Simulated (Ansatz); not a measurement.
# Cl₂H₄OSSi₂: up Jacob's ladder to CCSD(T)

Aim: compute Cl₂H₄OSSi₂ with functionals from several rungs and with coupled cluster. The yardstick is the atomisation energy at the CCSD(T) limit.

Program: Ansatz 0.2.0, Gaussian basis. Level of theory: functionals in def2-TZVPP, the program's frozen cores in correlated methods. These are calculated values, not measurements.

Levels to be run: PBE-D4, r2SCAN-D4, PBE0-D4, B3LYP-D4, ωB97X-V, ωB97M-V, B2PLYP; CCSD(T)/def2-TZVPP; MP2/def2-QZVPP; extrapolation to the limit.

### 1 The relaxed structure

An earlier PBE0-D4 in a triple-zeta def2 set relaxation fixed the geometry.

SMILES `O[SiH2]S[SiH](Cl)Cl`, 10 atoms, charge 0, spin multiplicity 1.

Atoms are counted from 1 here; the program's logs count them from 0.

Bond lengths: O1–Si2 1.633 Å, O1–H7 0.960 Å, Si2–S3 2.156 Å, Si2–H8 1.486 Å, Si2–H9 1.475 Å, S3–Si4 2.103 Å, Si4–Cl5 2.060 Å, Si4–Cl6 2.035 Å, Si4–H10 1.473 Å. Angles: Si2–O1–H7 116.9°, O1–Si2–S3 112.9°, O1–Si2–H8 112.1°, O1–Si2–H9 106.7°, S3–Si2–H8 106.7°, S3–Si2–H9 106.1°, H8–Si2–H9 112.3°, Si2–S3–Si4 96.4°, S3–Si4–Cl5 111.2°, S3–Si4–Cl6 108.1°, S3–Si4–H10 113.6°, Cl5–Si4–Cl6 108.7°, Cl5–Si4–H10 106.2°, Cl6–Si4–H10 108.9°.

Geometry (Å):

```xyz
10
Cl2H4OSSi2
O    -0.58808    0.43157    2.21083
Si    0.71777   -0.03865    1.35038
S     0.26378   -1.57356   -0.09389
Si   -0.25137   -0.27268   -1.66398
Cl   -1.69689    1.07143   -1.07295
Cl   -0.98596   -1.39060   -3.19703
H    -1.32534    0.79821    1.71649
H     1.32751    1.08858    0.59902
H     1.65965   -0.64631    2.30936
H     0.87893    0.53201   -2.15822
```

### 2 PBE-D4 (GGA)

Input file in.yaml:

```yaml
crystal:
  periodic: [false, false, false]
  atoms:
    - {symbol: O, position_ang: [-0.588077, 0.431569, 2.210830]}
    - {symbol: Si, position_ang: [0.717769, -0.038648, 1.350376]}
    - {symbol: S, position_ang: [0.263780, -1.573556, -0.093893]}
    - {symbol: Si, position_ang: [-0.251366, -0.272681, -1.663977]}
    - {symbol: Cl, position_ang: [-1.696887, 1.071429, -1.072945]}
    - {symbol: Cl, position_ang: [-0.985965, -1.390597, -3.197029]}
    - {symbol: H, position_ang: [-1.325345, 0.798212, 1.716488]}
    - {symbol: H, position_ang: [1.327511, 1.088577, 0.599020]}
    - {symbol: H, position_ang: [1.659653, -0.646308, 2.309360]}
    - {symbol: H, position_ang: [0.878927, 0.532013, -2.158220]}
basis:
  gaussian: {orbitals: def2-TZVPP}
hamiltonian: {xc: pbe, dispersion: d4}
output: {forces: true, orbitals: {seedname: orbitals}}
```

Command:

```console
ansatz run in.yaml --threads 2 --pin off --events-out ev --progress --plain --max-ram 22528MiB --backend cuda --devices 0, --max-vram 18GiB
```

The runs that follow: r2SCAN-D4 (meta-GGA); PBE0-D4 (hybrid); B3LYP-D4 (hybrid); ωB97X-V (range-separated); ωB97M-V (range-separated); B2PLYP (double hybrid); CCSD(T) in def2-TZVPP; MP2 in def2-QZVPP.

**Question.** What will the summary of the whole plan be? Wanted: atomisation energy, CCSD(T)/CBS; farthest; mean size of error, hybrid; mean size of error, range-separated; gap, smallest and largest; T1 diagnostic; triples share of the correlation energy.

As calculated:

```
                               quantity                                 value
        atomisation energy, CCSD(T)/CBS                         3390.5 kJ/mol
 functionals within 17.0 kJ/mol (0.5 %)   PBE-D4, r2SCAN-D4, ωB97X-V, ωB97M-V
                               farthest                 B2PLYP (-89.6 kJ/mol)
             mean size of error, hybrid                           46.7 kJ/mol
    mean size of error, range-separated                           10.1 kJ/mol
              gap, smallest and largest  5.78 eV (PBE-D4), 12.38 eV (ωB97X-V)
                          T1 diagnostic                                0.0108
triples share of the correlation energy                                 4.1 %
```

What this shows: PBE-D4 misses by +5.3 kJ/mol. Double hybrids carry the basis error of their MP2 part in triple zeta, and no dispersion term here, so their miss is partly the set-up's. Misses under about 17.0 kJ/mol are within the doubt on the reference itself, which lacks core-valence correlation, relativity and higher excitations. Hartree-Fock recovers 72 % of the binding; the rest is correlation. Orbital gaps span 5.8 to 12.4 eV; exact exchange widens them.
